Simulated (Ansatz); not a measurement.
# Two structures of SrCd: comparison of enthalpies under pressure from a Python script

The task here is to estimate one member of a computed series from the others.

All numbers are computed with the Python package of Ansatz 0.2.0. Level of theory: DFT r2SCAN, plane waves, PAW.

## The structure

SrCd Pm-3m: The structure is cubic, space group Pm-3m (No. 221). The conventional cell has a = 4.000 Å, b = 4.000 Å, c = 4.000 Å, α = 90.00°, β = 90.00°, γ = 90.00°. Sr (site symmetry m-3m) is surrounded by 8 Cd at 3.46 Å. Cd (site symmetry m-3m) is surrounded by 8 Sr at 3.46 Å.

SrCd Fm-3m: It takes space group Fm-3m (No. 225, cubic). Conventional cell: a = 6.510 Å, b = 6.510 Å, c = 6.510 Å, α = 90.00°, β = 90.00°, γ = 90.00°. Sr (site symmetry m-3m) is surrounded by 6 Cd at 3.25 to 3.26 Å. Around Cd (site symmetry m-3m) lie 6 Sr at 3.25 to 3.26 Å.

The script holds or builds the structure itself.

The first run:

The input, run_transition.py:

```python
# -*- coding: utf-8 -*-
import logging
import sys
import warnings

import ansatz as az
import numpy as np

logging.basicConfig(stream=sys.stdout, format="%(levelname)s:%(name)s:%(message)s")
log = logging.getLogger("srcd")
log.setLevel(logging.INFO)


def cscl(A, B, a):
    return (
        az.Lattice.cubic(a)
        .space_group(221)
        .atom(A, [0, 0, 0])
        .atom(B, [0.5, 0.5, 0.5])
    )


def rocksalt(first, second, a):
    return (
        az.Lattice.fcc(a)
        .space_group(225)
        .atom(first, [0, 0, 0])
        .atom(second, [0.5, 0.5, 0.5])
        .primitive()
    )


def solve(name, crystal, pressure=0.0):
    calc = crystal.calculation()
    calc = calc.functional(az.Functional.R2SCAN)
    calc = calc.eigensolver("davidson", mixed_precision=False)
    calc = calc.initial_density(normalization="cell")
    calc = calc.basis(750).scf(tolerance=1e-07, max_iterations=150, extra_bands=4)
    calc = calc.kpoints(spacing=0.26).occupations("fermi_dirac", width=0.05)
    calc = calc.relax(force_tolerance=0.03, max_steps=60, cell=True, pressure=pressure)
    return calc.run()


def volume_per_atom(outcome):
    return abs(np.linalg.det(outcome.lattice.cell_ang)) / len(outcome.lattice.sites)

warnings.simplefilter("ignore", az.DeckWarning)

phases = {}
phases["CsCl"] = cscl("Sr", "Cd", 4.0)
phases["rocksalt"] = rocksalt("Sr", "Cd", 6.51)

pressures = [0, 20, 40, 60]
enthalpy, volume = {name: [] for name in phases}, {name: [] for name in phases}
for p in pressures:
    for name, crystal in phases.items():
        o = solve(name, crystal, pressure=p)
        volume[name].append(volume_per_atom(o))
        enthalpy[name].append(o.report["energy_sigma0_ev"] / len(o.lattice.sites) + p * volume[name][-1] / 160.21766)
gap = np.array(enthalpy["rocksalt"]) - np.array(enthalpy["CsCl"])
rows = [(p, va, vb, 1000 * d) for p, va, vb, d in zip(pressures, volume["CsCl"], volume["rocksalt"], gap)]
log.info("   P (GPa)  V CsCl (A^3/atom)  V rocksalt (A^3/atom)  H(rocksalt) - H(CsCl) (meV/atom)")
for row in rows:
    log.info(f"{row[0]:10d}  {row[1]:17.3f}  {row[2]:21.3f}  {row[3]:+32.1f}")
crossings = [p0 - g0 * (p1 - p0) / (g1 - g0) for p0, p1, g0, g1 in zip(pressures, pressures[1:], gap, gap[1:]) if g0 * g1 < 0]
print("crossing near", [round(float(p), 1) for p in crossings], "GPa") if crossings else print("no crossing in this range")
```

On the command line:

```bash
$ python run_transition.py
```

Steps of the session up to this table: Running it.

One table of the session follows, with a row left open; its other results are not shown here.

Enthalpy H = E + pV of the second structure less the first:

```
pressure (GPa)  ΔH (meV/atom)
             0          182.5
            20          643.2
            40              ?
            60         1202.0
```

**Question.** Estimate the row for pressure (GPa) = 40.

Worked estimate for «ΔH (meV/atom)». A straight line through the neighbours (20, 643.2) and (60, 1202.0) gives 643.2 + (1202.0 − 643.2) × (40 − 20) / (60 − 20) = 922.6; a parabola fitted to 3 rows on both sides gives 983.0.

As computed: ΔH (meV/atom): 949.4. In «ΔH (meV/atom)» the line misses by -26.8 and the parabola by +33.6.

To keep in mind: For the metals among these cells the mesh is coarse, so their volumes and pressures are rough. The program warned that this SCF threshold is loose for forces or stresses. Only these two structures are compared, at zero temperature and with their symmetry kept; either may be hypothetical, and another phase may be lower than both. The script silences the warnings on its input, which a real study should read. Warnings in the runs' records: stress scf threshold loose.
